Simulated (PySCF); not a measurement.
# C₃H₆O₃S₂: magnetic properties

What do calculations give for the magnetic properties of C₃H₆O₃S₂ (`C=CSCS(=O)(=O)O`)?

Computed with PySCF 2.14.0 and routines of our own; the level stands in each step. Atoms count from 0.

### Step 1. The starting structure

14 atoms, charge 0, multiplicity 1; geometry from: GFN2-xTB.

### Step 2. Magnetic properties: GIAO BHandHLYP/pcSseg-1

What the job is given:

```
{"job": {"kind": "mag", "xc": "BHandHLYP", "basis": "pcSseg-1", "isotopologues": 2}, "charge": 0, "multiplicity": 1}
C     -2.170475     0.574743    -0.121365
C     -2.033365    -0.736110    -0.051378
S     -0.588638    -1.705338    -0.295408
C      0.669463    -0.530099    -0.795188
S      1.375299     0.170716     0.714634
O      2.043410    -0.846344     1.459821
O      0.424406     1.003648     1.366625
O      2.523038     1.105676     0.056434
H     -3.135254     1.020726     0.046422
H     -1.355819     1.253543    -0.295576
H     -2.861380    -1.393738     0.164502
H      1.463588    -1.073891    -1.293577
H      0.267418     0.265374    -1.411810
H      3.377630     0.890621     0.433698
```

With the program's defaults for keys left out, this is: GIAO BHandHLYP/pcSseg-1 magnetisability, rotational g tensor and spin-rotation constants, non-relativistic, gas phase.

Run with:

```
OMP_NUM_THREADS=1 python excited_run.py task.json out
```

This one command runs all jobs of the session in turn.

Output:

```text
coarse grid: 13488 points
cycle   1  E = -1139.2778987390  dE =  2.198e+00  |g| = 1.188e+00  |ddm| = 3.736e+00
cycle   2  E = -1139.0929811167  dE =  1.849e-01  |g| = 1.593e+00  |ddm| = 1.953e+00
cycle   3  E = -1139.5385116970  dE = -4.455e-01  |g| = 1.338e-01  |ddm| = 1.173e+00
cycle   4  E = -1139.5410996354  dE = -2.588e-03  |g| = 7.069e-02  |ddm| = 1.296e-01
cycle   5  E = -1139.5419870329  dE = -8.874e-04  |g| = 1.200e-02  |ddm| = 5.286e-02
cycle   6  E = -1139.5420161671  dE = -2.913e-05  |g| = 3.611e-03  |ddm| = 1.312e-02
cycle   7  E = -1139.5420194419  dE = -3.275e-06  |g| = 1.332e-03  |ddm| = 4.222e-03
final grid: 122976 points
cycle   8  E = -1139.6015398256  dE = -1.702e-05  |g| = 3.197e-03  |ddm| = 1.371e-02
cycle   9  E = -1139.6015397585  dE =  6.713e-08  |g| = 3.428e-03  |ddm| = 5.009e-03
cycle  10  E = -1139.6015421990  dE = -2.441e-06  |g| = 5.406e-04  |ddm| = 2.708e-03
cycle  11  E = -1139.6015422493  dE = -5.026e-08  |g| = 1.825e-04  |ddm| = 4.959e-04
cycle  12  E = -1139.6015422568  dE = -7.561e-09  |g| = 5.726e-05  |ddm| = 2.073e-04
cycle  13  E = -1139.6015422576  dE = -7.058e-10  |g| = 1.739e-05  |ddm| = 6.474e-05
converged SCF energy = -1139.6015422576

Magnetisability tensor (1e-30 J/T^2)
    -1326.83        4.10      -26.77
        4.10    -1296.50      -39.17
      -26.77      -39.17    -1389.67
isotropic -1337.67   principal values   -1410.77  -1323.86  -1278.37
isotropic susceptibility -80.556 1e-6 cm^3/mol

Inertial axes            a          b          c
rot. const./GHz      2.6871     1.0787     0.9329
chi total           -80.911    -79.238    -81.520
chi diamagnetic    -551.018  -1177.014  -1343.169
chi paramagnetic    470.107   1097.776   1261.649
quadrupole/D A       12.708     -7.046     -5.662
g nuclear            0.5513     0.5444     0.5433
g electronic        -0.5935    -0.5563    -0.5530
g total             -0.0422    -0.0119    -0.0096

Spin-rotation constants (kHz, H = +C I.J)
atom  isotope        aa         bb         cc
  8     1H       -0.046     -0.004     -0.098
  9     1H        0.096     -0.091     -0.074
 10     1H        0.111     -0.104     -0.066
 11     1H       -0.237     -0.009     -0.078
 12     1H       -0.259     -0.045     -0.029
 13     1H        0.069     -0.117     -0.109
  0    13C*       1.054      0.342      0.166
  1    13C*       1.169      0.346      0.196
  2    33S*       0.609      0.310      0.263
  3    13C*       0.512      0.235      0.180
  4    33S*       1.212      0.364      0.398
  5    17O*      -0.564     -0.226     -0.235
  7    17O*      -0.485     -0.250     -0.193
* in the singly substituted isotopologue

Isotopologues: g along a, b, c
2H    at 8,9,10,11,12,1    -0.0391    -0.0109    -0.0089
13C   at 0                 -0.0417    -0.0117    -0.0095
```

Run time: 29 s. Hardware: 1 thread of Arm Neoverse V2, shared host; peak memory 0.81 GiB.

In short:

```csv
quantity,value
magnetisability,-1338·10⁻³⁰ J/T²
molar susceptibility,-80.6·10⁻⁶ cm³/mol
"rotational g (a, b, c)","-0.0422, -0.0119, -0.0096"
```

Orbitals, density, ELF and potential are computed afterwards from the orbital file.

Frontier orbitals at BHandHLYP/pcSseg-1, with the share of their density that lies nearest to each atom:

```csv
orbital,energy (eV),lies on
HOMO,-7.76,S2 48 %; C0 24 %; C1 12 %
LUMO,1.09,"C0, C1 about 23 % each; S2 8 %; 4 H atoms about 7 % each"
```

ELF in a plane through or near 4 of the atoms.

Ten even steps from '0' (0.00) to '9' (1.00):
```
0000000000000000000000000000
0000000000000000000000000000
0000000000000000000000000000
0000000000000000000000000000
0000000210012100000045100000
0000001551024300651499810000
0000013784025402995899940000
0000477886123203994799940000
0000799547332002874389600000
0000789776465100255641000000
0000033222698530157751000000
0000000000473674565663000000
0000000000464884675553100000
0000000002775662473121000000
0000000003651365884000000000
0000000000200279995000000000
0000000000000278985100000000
0000000000000146763000000000
0000000000000012210000000000
0000000000000000000000000000
```
The map spans 12.1 Å across and 8.5 Å up, centred on the molecule. Atoms in the plane (x, y in Å): C0 (2.1, 0.7), O7 (-2.6, 0.8), H8 (3.0, 1.3), H13 (-3.5, 0.6).

On the surface of density 0.002 e/bohr³ the electrostatic potential runs, from the 1st to the 99th percentile, from -1.62 V near O6 to 2.77 V near H13.

### Step 3. Magnetic properties: GIAO X3LYP/6-31++G**

The job, as its differences from that of step 2:

```diff
@@ -1,2 +1,2 @@
-{"job": {"kind": "mag", "xc": "BHandHLYP", "basis": "pcSseg-1", "isotopologues": 2}, "charge": 0, "multiplicity": 1}
+{"job": {"kind": "mag", "xc": "X3LYP", "basis": "6-31++G**"}, "charge": 0, "multiplicity": 1}
 C     -2.170475     0.574743    -0.121365
```

Method: GIAO X3LYP/6-31++G** magnetisability, rotational g tensor and spin-rotation constants, non-relativistic, gas phase.

Output:

```text
coarse grid: 13488 points
cycle   1  E = -1139.4585211867  dE =  2.018e+00  |g| = 1.242e+00  |ddm| = 4.827e+00
cycle   2  E = -1138.7302826619  dE =  7.282e-01  |g| = 2.309e+00  |ddm| = 5.559e+00
cycle   3  E = -1139.7423559950  dE = -1.012e+00  |g| = 2.765e-01  |ddm| = 4.040e+00
cycle   4  E = -1139.7560129853  dE = -1.366e-02  |g| = 1.167e-01  |ddm| = 6.077e-01
cycle   5  E = -1139.7583730169  dE = -2.360e-03  |g| = 3.387e-02  |ddm| = 1.793e-01
cycle   6  E = -1139.7586330591  dE = -2.600e-04  |g| = 9.014e-03  |ddm| = 6.032e-02
cycle   7  E = -1139.7586494745  dE = -1.642e-05  |g| = 3.074e-03  |ddm| = 1.810e-02
cycle   8  E = -1139.7586512106  dE = -1.736e-06  |g| = 9.934e-04  |ddm| = 5.604e-03
final grid: 122976 points
cycle   9  E = -1139.6624573800  dE = -3.022e-05  |g| = 5.789e-03  |ddm| = 9.836e-02
cycle  10  E = -1139.6624500459  dE =  7.334e-06  |g| = 8.101e-03  |ddm| = 1.704e-02
cycle  11  E = -1139.6624659055  dE = -1.586e-05  |g| = 1.347e-03  |ddm| = 1.159e-02
cycle  12  E = -1139.6624662402  dE = -3.347e-07  |g| = 3.540e-04  |ddm| = 2.101e-03
cycle  13  E = -1139.6624662655  dE = -2.530e-08  |g| = 1.146e-04  |ddm| = 9.281e-04
cycle  14  E = -1139.6624662681  dE = -2.521e-09  |g| = 4.626e-05  |ddm| = 2.311e-04
cycle  15  E = -1139.6624662685  dE = -4.127e-10  |g| = 9.049e-06  |ddm| = 8.307e-05
converged SCF energy = -1139.6624662685

Magnetisability tensor (1e-30 J/T^2)
    -1289.28        4.59      -26.54
        4.59    -1260.35      -32.48
      -26.54      -32.48    -1356.85
isotropic -1302.16   principal values   -1373.71  -1286.22  -1246.55
isotropic susceptibility -78.418 1e-6 cm^3/mol

Inertial axes            a          b          c
rot. const./GHz      2.6871     1.0787     0.9329
chi total           -78.590    -76.943    -79.720
chi diamagnetic    -551.230  -1177.681  -1343.750
chi paramagnetic    472.640   1100.738   1264.030
quadrupole/D A       12.241     -6.740     -5.501
g nuclear            0.5513     0.5444     0.5433
g electronic        -0.5967    -0.5578    -0.5540
g total             -0.0454    -0.0134    -0.0107

Spin-rotation constants (kHz, H = +C I.J)
atom  isotope        aa         bb         cc
  8     1H       -0.047     -0.002     -0.098
  9     1H        0.096     -0.088     -0.073
 10     1H        0.124     -0.101     -0.065
 11     1H       -0.239     -0.007     -0.075
 12     1H       -0.253     -0.043     -0.026
 13     1H        0.081     -0.116     -0.112
  0    13C*       0.907      0.310      0.145
  1    13C*       1.042      0.318      0.179
  2    33S*       0.614      0.300      0.263
  3    13C*       0.472      0.225      0.167
  4    33S*       1.137      0.336      0.371
  5    17O*      -0.553     -0.216     -0.220
  7    17O*      -0.477     -0.245     -0.182
* in the singly substituted isotopologue
```

It took 28 s on 1 thread of Arm Neoverse V2, shared host; peak memory 0.81 GiB.

From this job:

```csv
quantity,value
magnetisability,-1302·10⁻³⁰ J/T²
molar susceptibility,-78.4·10⁻⁶ cm³/mol
"rotational g (a, b, c)","-0.0454, -0.0134, -0.0107"
```

### Step 4. Magnetic properties side by side

```csv
level,ξ (10⁻³⁰ J/T²),g(a),g(b),gap (eV),functions,time
GIAO BHandHLYP/pcSseg-1,-1338,-0.0422,-0.0119,8.84,180,29 s
GIAO X3LYP/6-31++G**,-1302,-0.0454,-0.0134,5.80,188,28 s
```

### Step 5. Results

```
                                                quantity                      value
       magnetisability (step 2, GIAO BHandHLYP/pcSseg-1)           -1338·10⁻³⁰ J/T²
  molar susceptibility (step 2, GIAO BHandHLYP/pcSseg-1)         -80.6·10⁻⁶ cm³/mol
rotational g (a, b, c) (step 2, GIAO BHandHLYP/pcSseg-1)  -0.0422, -0.0119, -0.0096
                   surface potential, 1st and 99th percentile         -1.62 V and 2.77 V
                         magnetisability over the levels  -1338 to -1302·10⁻³⁰ J/T²
```

In words: The magnetisability spreads by 2.7 % over 2 levels of like cost. Two levels can agree by chance, so this spread shows no convergence. Vibrational averaging and real surroundings are missing from these values.
